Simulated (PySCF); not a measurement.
# C6H12FN: the cost of one run

Programs: PySCF 2.14.0, with routines of our own; each step states its level. All values are computed. Atoms count from 0.

## 1. The starting structure

20 atoms, charge 0, multiplicity 1; geometry from: GFN2-xTB.

## 2. Optimising the geometry at PBE0-D3(BJ)/def2-SVP

Job settings and geometry (Å):

```
{"job": {"xc": "PBE0", "basis": "def2-SVP", "d3": "d3bj", "grid": 1, "kind": "geom"}, "charge": 0, "multiplicity": 1}
C     -1.812915    -0.923893     0.947775
C     -1.331953     0.092923    -0.080095
C     -0.215785    -0.487127    -0.949472
N      0.953517    -0.345290    -0.100991
C      2.205329    -0.618406    -0.760513
C      0.868633     0.989687     0.469169
C     -0.630870     1.279935     0.598405
F     -0.940299     2.457412    -0.057856
H     -2.284773    -1.765968     0.447773
H     -0.966337    -1.290123     1.522473
H     -2.536465    -0.476199     1.625009
H     -2.171954     0.452319    -0.678235
H     -0.373787    -1.538111    -1.194164
H     -0.118381     0.086495    -1.887688
H      2.193910    -1.643759    -1.126880
H      2.397304     0.057752    -1.609543
H      3.016132    -0.513449    -0.040916
H      1.386725     1.013657     1.430101
H      1.313809     1.753977    -0.189046
H     -0.956988     1.428847     1.631658
```

Run with:

```bash
> OMP_NUM_THREADS=1 python excited_run.py task.json out
```

One launch serves the whole session: the jobs run in the order shown.

Q: Estimate the wall time and peak memory of this first job on 1 thread of Arm Neoverse V2, shared host.

About 2 min, with a peak of 0.91 GiB.
